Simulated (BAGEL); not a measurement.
# C2H4FGa (SMILES C=[CH][GaH][F]), step by step

Aim: a single-point energy (HF/def2-SV(P)), then the energy (NEVPT2(2,2)/def2-SV(P)), then a single-point energy (CASPT2(2,2)/def2-SV(P)) of C2H4FGa. 

Program for the calculation: BAGEL 1.2.2.

2 further runs of the same task are left out: 2 set aside as unsound or not needed.

### 1 The structure to begin with

C2H4FGa: 8 atoms, total charge 0, spin state singlet. As SMILES, `C=[CH][GaH][F]`. One bond was lengthened or shortened from a relaxed shape.

Bond lengths: C1–C2 1.332 Å, C2–Ga3 1.936 Å, Ga3–F4 1.763 Å, C1–H5 1.088 Å, C1–H6 1.251 Å, C2–H7 1.087 Å, Ga3–H8 1.557 Å. Angles: C1–C2–Ga3 120.9°, C2–Ga3–F4 115.4°, C1–C2–H7 118.8°, Ga3–C2–H7 120.3°, C2–C1–H5 122.2°, C2–C1–H6 122.3°, C2–Ga3–H8 129.9°, F4–Ga3–H8 114.7°, H5–C1–H6 115.5°.

### 2 A single-point energy at HF/def2-SV(P) (density fitting with svp-jkfit) (run 1)

File hf.json:

```json
{ "bagel" : [

{
  "title" : "molecule",
  "basis" : "def2-sv_p_.json",
  "df_basis" : "svp-jkfit",
  "angstrom" : true,
  "geometry" : [
    { "atom" : "C", "xyz" : [      -0.821504,       1.013086,       0.065294 ] },
    { "atom" : "C", "xyz" : [       0.358196,       0.407186,      -0.060606 ] },
    { "atom" : "Ga", "xyz" : [       0.497296,      -1.522514,      -0.003206 ] },
    { "atom" : "F", "xyz" : [       2.126096,      -2.168414,      -0.195206 ] },
    { "atom" : "H", "xyz" : [      -1.746504,       0.458186,       0.204494 ] },
    { "atom" : "H", "xyz" : [      -0.941100,       2.257800,       0.031600 ] },
    { "atom" : "H", "xyz" : [       1.247896,       1.017286,      -0.197906 ] },
    { "atom" : "H", "xyz" : [      -0.611304,      -2.599014,       0.186394 ] }
  ]
},

{
  "title" : "hf"
},

{
  "title" : "print",
  "file" : "orbitals.molden",
  "orbitals" : true
}

]}
```

The basis set def2-SV(P) is read from a file made from the Basis Set Exchange's data (not shown).

On the command line:

```bash
$ BAGEL_NUM_THREADS=1 BAGEL hf.json > hf.out
```

Standard output:

```text
* using 1 threads per process

  ===============================================================
  ===============================================================

  *** Geometry ***

  { "atom" : "C", "xyz" : [     -1.552418,      1.914455,      0.123388 ] },
  { "atom" : "C", "xyz" : [      0.676892,      0.769470,     -0.114529 ] },
  { "atom" : "Ga", "xyz" : [      0.939753,     -2.877134,     -0.006058 ] },
[... 4 lines of this table left out ...]
  { "atom" : "H", "xyz" : [     -1.155197,     -4.911425,      0.352234 ] },

  Number of auxiliary basis functions:      565

  Since a DF basis is specified, we compute 2- and 3-index integrals:
    o Being stored without compression. Storage requirement is 0.030 GB

  Number of basis functions:       82
  Number of electrons      :       56

    * METHOD: MOLECULE                             0.33

  *** RHF ***

  === Nuclear Repulsion ===
   246.0620553356

      * DIIS with orbital gradients will be used.

  === RHF iteration (def2-sv_p_.json) ===
      0      -2100.13796206          0.01909591           0.11
      1      -2100.27960801          0.01237529           0.10
      2      -2100.35325828          0.00158792           0.12
[... 10 lines of this table left out ...]
     13      -2100.35509666          0.00000001           0.08
    * SCF iteration converged.

    * Permanent dipole moment:
           (    0.984096,    -0.660943,    -0.105173) a.u.

    * METHOD: HF                                   1.55

    * METHOD: PRINT                                0.03

  ===============================================================
```

It took 2.3 s on 1 thread of AMD EPYC 7R43 (Zen 3), shared host; peak memory 0.14 GiB.

### 3 A single-point energy at NEVPT2(2,2)/def2-SV(P) (density fitting with svp-jkfit) (run 2)

File calc.json:

```json
{ "bagel": [

{
  "title": "molecule",
  "basis": "def2-sv_p_.json",
  "df_basis": "svp-jkfit",
  "angstrom": "true",
  "geometry": [
    { "atom": "C", "xyz": [      -0.821504,       1.013086,       0.065294 ] },
    { "atom": "C", "xyz": [       0.358196,       0.407186,      -0.060606 ] },
    { "atom": "Ga", "xyz": [       0.497296,      -1.522514,      -0.003206 ] },
    { "atom": "F", "xyz": [       2.126096,      -2.168414,      -0.195206 ] },
    { "atom": "H", "xyz": [      -1.746504,       0.458186,       0.204494 ] },
    { "atom": "H", "xyz": [      -0.941100,       2.257800,       0.031600 ] },
    { "atom": "H", "xyz": [       1.247896,       1.017286,      -0.197906 ] },
    { "atom": "H", "xyz": [      -0.611304,      -2.599014,       0.186394 ] }
  ]
},

{
  "title": "hf"
},

{
  "title": "casscf",
  "nstate": 1,
  "nact": 2,
  "nclosed": 27,
  "active": [22, 33],
  "maxiter": 200,
  "natocc": "true"
},

{
  "title": "nevpt2",
  "nstate": 1,
  "nact": 2,
  "nclosed": 27,
  "active": [22, 33],
  "maxiter": 200,
  "natocc": "true",
  "ncore": 12
},

{
  "title": "print",
  "file": "orbitals.molden",
  "orbitals": "true"
}

]}
```

The basis set def2-SV(P) is read from a file made from the Basis Set Exchange's data (not shown).

On the command line:

```bash
$ BAGEL_NUM_THREADS=1 BAGEL calc.json > calc.out
```

Standard output:

```text
* using 1 threads per process

  ===============================================================
  ===============================================================

  *** Geometry ***

  { "atom" : "C", "xyz" : [     -1.552418,      1.914455,      0.123388 ] },
  { "atom" : "C", "xyz" : [      0.676892,      0.769470,     -0.114529 ] },
  { "atom" : "Ga", "xyz" : [      0.939753,     -2.877134,     -0.006058 ] },
[... 4 lines of this table left out ...]
  { "atom" : "H", "xyz" : [     -1.155197,     -4.911425,      0.352234 ] },

[... 23 lines left out ...]
    * SCF iteration converged.
[... 1 line left out ...]
    * Permanent dipole moment:
[... 27 lines left out ...]
    * Second-order optimization converged. *
[... 9 lines left out ...]
     * ci vector, state   0, <S^2> = 0.0000
[... 3 lines left out ...]
    * METHOD: CASSCF                               4.00

    * freezing 12 orbitals

  === DF-NEVPT2 calculation ===

    * 3-index integral transformation done
    * assembly done

      NEVPT2 correlation energy:   -0.6186596758      0.16

          (+0)     -0.5740258901
          (+0)'    -0.0143307676
          (+1)     -0.0048901721
          (+1)'    -0.0000000000
          (+2)     -0.0001637602
          (-1)     -0.0207297685
          (-1)'     0.0000000000
          (-2)     -0.0045193172

      NEVPT2 total energy:       -2100.9944960478

    * METHOD: NEVPT2                               0.32

    * METHOD: PRINT                                0.03

  ===============================================================
```

Run time: 6.6 s. Hardware: 1 thread of AMD EPYC 7R43 (Zen 3), shared host; peak memory 0.14 GiB.

### 4 A single-point energy at CASPT2(2,2)/def2-SV(P) (density fitting with svp-jkfit) (run 3)

File caspt2.json:

```json
{ "bagel" : [

{
  "title" : "molecule",
  "basis" : "def2-sv_p_.json",
  "df_basis" : "svp-jkfit",
  "angstrom" : true,
  "geometry" : [
    { "atom" : "C", "xyz" : [      -0.821504,       1.013086,       0.065294 ] },
    { "atom" : "C", "xyz" : [       0.358196,       0.407186,      -0.060606 ] },
    { "atom" : "Ga", "xyz" : [       0.497296,      -1.522514,      -0.003206 ] },
    { "atom" : "F", "xyz" : [       2.126096,      -2.168414,      -0.195206 ] },
    { "atom" : "H", "xyz" : [      -1.746504,       0.458186,       0.204494 ] },
    { "atom" : "H", "xyz" : [      -0.941100,       2.257800,       0.031600 ] },
    { "atom" : "H", "xyz" : [       1.247896,       1.017286,      -0.197906 ] },
    { "atom" : "H", "xyz" : [      -0.611304,      -2.599014,       0.186394 ] }
  ]
},

{ "title" : "hf" },

{ "title" : "casscf", "nstate" : 1, "nact" : 2, "nclosed" : 27, "active" : [22, 33], "maxiter" : 200, "natocc" : true },

{ "title" : "print", "file" : "orbitals.molden", "orbitals" : true },

{ "title" : "smith", "method" : "caspt2", "ms" : true, "xms" : true, "sssr" : true, "shift" : 0.2, "shift_imag" : true, "ncore" : 12 }

]}
```

The basis set def2-SV(P) is read from a file made from the Basis Set Exchange's data (not shown).

On the command line:

```bash
$ BAGEL_NUM_THREADS=1 BAGEL caspt2.json > caspt2.out
```

Standard output:

```text
* using 1 threads per process

  ===============================================================
  ===============================================================

  *** Geometry ***

  { "atom" : "C", "xyz" : [     -1.552418,      1.914455,      0.123388 ] },
  { "atom" : "C", "xyz" : [      0.676892,      0.769470,     -0.114529 ] },
  { "atom" : "Ga", "xyz" : [      0.939753,     -2.877134,     -0.006058 ] },
[... 4 lines of this table left out ...]
  { "atom" : "H", "xyz" : [     -1.155197,     -4.911425,      0.352234 ] },

[... 25 lines left out ...]
    * Permanent dipole moment:
[... 37 lines left out ...]
     * ci vector, state   0, <S^2> = 0.0000
[... 21 lines left out ...]
       #      aibj      arbs      arbi      airj      risj      airs      arst      rist         Etot      error   time
[... 9 lines left out ...]
      ------------------------------------------------------------------------------------------------------------------

    * CASPT2 energy : state  0    -2100.9967942030
        w/o shift correction      -2100.9940581870
        reference weight              0.8487749601

    * METHOD: SMITH                                0.85

  ===============================================================
```

It took 7.5 s on 1 thread of AMD EPYC 7R43 (Zen 3), shared host; peak memory 0.22 GiB.

### 5 Outcome

| quantity | value |
| --- | --- |
| run 1, HF/def2-SV(P): total energy | -2100.35510 Eh |
| run 1, HF/def2-SV(P): dipole moment | 3.02 D |
| run 1, HF/def2-SV(P): HOMO energy | -10.91 eV |
| run 1, HF/def2-SV(P): LUMO energy | 1.46 eV |
| run 1, HF/def2-SV(P): HOMO–LUMO gap | 12.37 eV |
| run 2, NEVPT2(2,2)/def2-SV(P): total energy | -2100.99450 Eh |
| run 3, CASPT2(2,2)/def2-SV(P): total energy | -2100.99679 Eh |
